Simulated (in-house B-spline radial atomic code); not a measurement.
**F⁴⁺: binding energies from hole states**

Wanted: ΔSCF binding energies of F⁴⁺.

Program: in-house B-spline radial atomic code version 1. Level of theory: Dirac-Hartree-Fock, average of configuration, Fermi nucleus, basis-set limit. These are calculated values, not measurements, unless marked.

## 1. Starting point

```
element       : fluorine (Z = 9)
charge        : +4
electrons     : 5
configuration : [He] 2s2 2p1
Hamiltonian   : Dirac-Coulomb
nucleus       : Fermi, rms radius 2.898 fm
```

The outer shells:

[He] 2s2 2p1
```
[He] core
2s [↑↓]
2p [↑ ][  ][  ]
```

The boxes draw the filling by Hund's rule, which heavy ions in jj coupling don't follow; these runs average over all states of the configuration.

The run's settings:

```ini
Z = 9
electrons = 5.0
configuration = [He] 2s2 2p1
hamiltonian = dirac
method = hf
spin_polarised = False
nucleus = fermi
rms_radius = 2.8976
mass_number = 19
atomic_mass = 18.99840316207
speed_of_light = 137.035999084
```

From the earlier run of the reference: total energy -92.220339 hartree. Levels, eight at most:

```tsv
orbital	occupation	energy (eV)	<r> (bohr)
1s1/2	2	-832.85	0.1746
2s1/2	2	-127.19	0.8418
2p1/2	0.333333	-114.80	0.7647
2p3/2	0.666667	-114.70	0.7655
```

## 2. The 1s hole

Changes to the settings of step 1:

```diff
@@ -1,4 +1,4 @@
 Z = 9
-electrons = 5.0
-configuration = [He] 2s2 2p1
+electrons = 4.0
+configuration = 1s1 2s2 2p1
 hamiltonian = dirac
```

Main fields of the result record, rounded:

```text
status: converged
iterations: 8
energy [hartree]: {"total": -61.8890817349, "kinetic": 62.0182155123, "nuclear": -132.305273504, "coulomb": 10.0364975602, "exact_exchange": -1.63852130298}
breit [hartree]: {"gaunt": 0.00158328, "retardation": -0.0001963582, "frequency_dependence": -3.480252e-07}
qed [hartree]: {"self_energy": 0.004669966, "uehling": -0.0002376239, "wichmann_kroll": 1.827912e-07}
recoil [hartree]: 0.001724265
total_with_corrections [hartree]: -61.8815383714
orbitals [hartree, bohr; first row names the columns]:
  - ["name", "occ", "eps", "<r>"]
  - ["1s1/2", 1.0, -35.553558, 0.17076]
  - ["2s1/2", 2.0, -6.0647136, 0.76832]
  - ["2p1/2", 0.33333, -5.8122731, 0.66758]
  - ["2p3/2", 0.66667, -5.8060446, 0.66844]
sum_r [bohr^k]: {"-1": 14.70059, "1": 2.375559, "2": 1.971369}
energy_minus_base [hartree]: 30.3312576
energy_minus_base_with_corrections [hartree]: 30.3183399
```

Run time: 0.52 s. Hardware: 1 thread, shared host.

energy_minus_base is the energy less that of the reference run.

## 3. The 2s hole

Changes to the settings of step 2:

```diff
@@ -2,3 +2,3 @@
 electrons = 4.0
-configuration = 1s1 2s2 2p1
+configuration = 1s2 2s1 2p1
 hamiltonian = dirac
```

Result record:

```text
status: converged
iterations: 7
energy [hartree]: {"total": -87.5698212788, "kinetic": 87.746484761, "nuclear": -188.08749999, "coulomb": 18.4968951815, "exact_exchange": -5.7257012309}
breit [hartree]: {"gaunt": 0.01015101, "retardation": -0.0002516971, "frequency_dependence": -6.393009e-07}
qed [hartree]: {"self_energy": 0.007634114, "uehling": -0.0003907926, "wichmann_kroll": 3.006489e-07}
recoil [hartree]: 0.002425372
total_with_corrections [hartree]: -87.5502536115
orbitals [hartree, bohr; first row names the columns]:
  - ["name", "occ", "eps", "<r>"]
  - ["1s1/2", 2.0, -31.924346, 0.1746]
  - ["2s1/2", 1.0, -5.73439, 0.80777]
  - ["2p1/2", 0.33333, -5.218483, 0.72516]
  - ["2p3/2", 0.66667, -5.2140769, 0.72594]
sum_r [bohr^k]: {"-1": 20.89861, "1": 1.882644, "2": 1.48398}
energy_minus_base [hartree]: 4.65051803
energy_minus_base_with_corrections [hartree]: 4.64962469
```

Run time: 0.47 s. Hardware: 1 thread, shared host.

## 4. The 2p hole

Changes to the settings of step 3:

```diff
@@ -2,3 +2,3 @@
 electrons = 4.0
-configuration = 1s2 2s1 2p1
+configuration = 1s2 2s2
 hamiltonian = dirac
```

Result record:

```text
status: converged
iterations: 8
energy [hartree]: {"total": -88.0272013925, "kinetic": 88.21388866, "nuclear": -188.732017323, "coulomb": 19.2771740709, "exact_exchange": -6.78624680023}
breit [hartree]: {"gaunt": 0.01006801, "retardation": -0.0001360868, "frequency_dependence": 2.625993e-07}
qed [hartree]: {"self_energy": 0.007960198, "uehling": -0.0004069655, "wichmann_kroll": 3.130829e-07}
recoil [hartree]: 0.00254179
total_with_corrections [hartree]: -88.0071738687
orbitals [hartree, bohr; first row names the columns]:
  - ["name", "occ", "eps", "<r>"]
  - ["1s1/2", 2.0, -32.096283, 0.17407]
  - ["2s1/2", 2.0, -5.6718536, 0.80744]
sum_r [bohr^k]: {"-1": 20.97023, "1": 1.963027, "2": 1.607646}
energy_minus_base [hartree]: 4.19313791
energy_minus_base_with_corrections [hartree]: 4.19270443
```

Wall time 0.23 s (1 thread, shared host).

Radial density 4πr²n(r) and radial functions P(r) = rR(r):

```tsv
r (bohr)	4πr²n	1s1/2	2s1/2
0.00873	0.3845	0.4214	0.1203
0.0118	0.6639	0.5537	0.1580
0.0160	1.130	0.7226	0.2060
0.0218	1.888	0.9341	0.2658
0.0295	3.008	1.1792	0.3343
0.0400	4.575	1.4551	0.4095
0.0542	6.505	1.7369	0.4820
0.0734	8.451	1.9836	0.5352
0.0996	9.729	2.1366	0.5426
0.135	9.478	2.1247	0.4682
0.183	7.375	1.8993	0.2757
0.248	4.340	1.4714	-0.0524
0.336	2.240	0.9406	-0.4839
0.456	2.091	0.4618	-0.9121
0.618	2.749	0.1603	-1.1613
0.837	2.418	0.0349	-1.0989
1.13	1.165	0.0042	-0.7633
1.54	0.2500	0.0002	-0.3536
2.08	0.02081	0.0000	-0.1020
2.83	0.0004226	0.0000	-0.0145
```

Clear maxima of the radial density (full grid of the record): 0.12, 0.72 bohr.

## 5. What the holes cost

| hole | ΔSCF (eV) | with Breit, QED, recoil (eV) | −ε of the parent (eV) | −ε less ΔSCF (eV) |
| --- | --- | --- | --- | --- |
| 1s | 825.36 | 825.00 | 832.85 | 7.49 |
| 2s | 126.55 | 126.52 | 127.19 | 0.64 |
| 2p | 114.10 | 114.09 | - | - |

**Reading.** Relaxation of the remaining electrons brings each binding energy under −ε, by 7.5 eV for 1s and 0.64 eV for 2s. A dash stands where an open shell is averaged over j, so that no single parent level belongs to the hole. Values are for the free ion, measured from the vacuum level.
